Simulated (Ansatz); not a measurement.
# CH6CuNO: one species, many methods

One table from this session's results is given with a row withheld; the runs are named, their logs left out.

Program: Ansatz 0.2.0, Gaussian basis. Level of theory: functionals in def2-TZVPP, the program's frozen cores in correlated methods. These are calculated values, not measurements.

Levels to be run: LDA (SPW92), PBE-D4, revPBE-D4, BLYP-D4, r2SCAN-D4, B97M-V, PBE0-D4, B3LYP-D4, r2SCANh-D4, r2SCAN0-D4, HSE06-D4, BHLYP-D4, CAM-B3LYP-D4, LC-ωPBE, ωB97X-V, ωB97M-V, B2PLYP, PBE-QIDH; CCSD(T)/def2-SVP; CCSD(T)/def2-TZVPP; CCSD(T)/def2-QZVPP; extrapolation to the limit; RPA on PBE.

**The geometry**

An earlier PBE0-D4 in a triple-zeta def2 set relaxation fixed the geometry.

SMILES `C[O][Cu-][NH3+]`, 10 atoms, charge 0, spin multiplicity 1.

Atoms are counted from 1 here; the program's logs count them from 0.

Bond lengths: C1–O2 1.384 Å, C1–H5 1.105 Å, C1–H6 1.105 Å, C1–H7 1.102 Å, O2–Cu3 1.784 Å, Cu3–N4 1.921 Å, N4–H8 1.015 Å, N4–H9 1.015 Å, N4–H10 1.016 Å. Angles: O2–C1–H5 113.8°, O2–C1–H6 113.8°, O2–C1–H7 109.7°, H5–C1–H6 106.4°, H5–C1–H7 106.3°, H6–C1–H7 106.3°, C1–O2–Cu3 123.9°, O2–Cu3–N4 175.6°, Cu3–N4–H8 111.6°, Cu3–N4–H9 111.3°, Cu3–N4–H10 111.2°, H8–N4–H9 107.6°, H8–N4–H10 107.5°, H9–N4–H10 107.5°.

As a file:

```mol
CH6CuNO
  3D, bonds by distance, orders not assigned

 10  9  0  0  0  0  0  0  0  0999 V2000
   -0.3733    1.7591   -1.3583 C   0  0
    0.6656    1.0645   -0.7645 O   0  0
    0.4381   -0.3516    0.2960 Cu  0  0
    0.3384   -1.8834    1.4516 N   0  0
   -0.9823    1.1471   -2.0479 H   0  0
   -1.0778    2.2111   -0.6370 H   0  0
    0.0308    2.5908   -1.9582 H   0  0
    0.0948   -1.6196    2.4012 H   0  0
   -0.3611   -2.5440    1.1278 H   0  0
    1.2268   -2.3741    1.4894 H   0  0
  1  2  8  0
  2  3  8  0
  3  4  8  0
  1  5  8  0
  1  6  8  0
  1  7  8  0
  4  8  8  0
  4  9  8  0
  4 10  8  0
M  END
```

Set-up of the first run:

The input, in.yaml:

```yaml
crystal:
  periodic: [false, false, false]
  atoms:
    - {symbol: C, position_ang: [-0.373307, 1.759109, -1.358342]}
    - {symbol: O, position_ang: [0.665616, 1.064460, -0.764519]}
    - {symbol: Cu, position_ang: [0.438106, -0.351607, 0.295987]}
    - {symbol: N, position_ang: [0.338400, -1.883379, 1.451608]}
    - {symbol: H, position_ang: [-0.982294, 1.147140, -2.047943]}
    - {symbol: H, position_ang: [-1.077788, 2.211076, -0.637026]}
    - {symbol: H, position_ang: [0.030814, 2.590815, -1.958157]}
    - {symbol: H, position_ang: [0.094766, -1.619562, 2.401213]}
    - {symbol: H, position_ang: [-0.361141, -2.543964, 1.127835]}
    - {symbol: H, position_ang: [1.226827, -2.374079, 1.489355]}
basis:
  gaussian: {orbitals: def2-TZVPP}
hamiltonian: {xc: lda}
output: {orbitals: {seedname: orbitals}}
```

On the command line:

```bash
$ ansatz run in.yaml --threads 2 --pin off --events-out ev --progress --plain --max-ram 32768MiB --backend cpu
```

Among the steps run: LDA; PBE-D4 (GGA); revPBE-D4 (GGA); BLYP-D4 (GGA); r2SCAN-D4 (meta-GGA); B97M-V (meta-GGA); B3LYP-D4 (hybrid); r2SCANh-D4 (hybrid); r2SCAN0-D4 (hybrid); HSE06-D4 (hybrid); BHLYP-D4 (hybrid); CAM-B3LYP-D4 (range-separated); LC-ωPBE (range-separated); ωB97X-V (range-separated); ωB97M-V (range-separated); B2PLYP (double hybrid); PBE-QIDH (double hybrid).

One table of the session follows, with a row left open; its other results are not shown here.

It belongs to the step «Frontier levels by functional». 

| functional | HOMO (eV) | gap (eV) |
| --- | --- | --- |
| LDA (SPW92) | ? | ? |
| PBE-D4 | -3.86 | 2.43 |
| revPBE-D4 | -3.79 | 2.40 |
| BLYP-D4 | -3.80 | 2.34 |
| r2SCAN-D4 | -4.04 | 3.18 |
| B97M-V | -4.20 | 2.88 |
| PBE0-D4 | -5.28 | 4.64 |
| B3LYP-D4 | -5.09 | 4.11 |
| r2SCANh-D4 | -4.60 | 4.00 |
| r2SCAN0-D4 | -5.45 | 5.20 |
| HSE06-D4 | -4.87 | 3.87 |
| BHLYP-D4 | -6.69 | 6.60 |
| CAM-B3LYP-D4 | -6.72 | 6.81 |
| LC-ωPBE | -7.95 | 9.29 |
| ωB97X-V | -7.69 | 8.84 |
| ωB97M-V | -7.69 | 8.37 |

Q: Estimate the row for LDA (SPW92) from the others.

As computed: HOMO (eV): -4.04; gap (eV): 2.53.
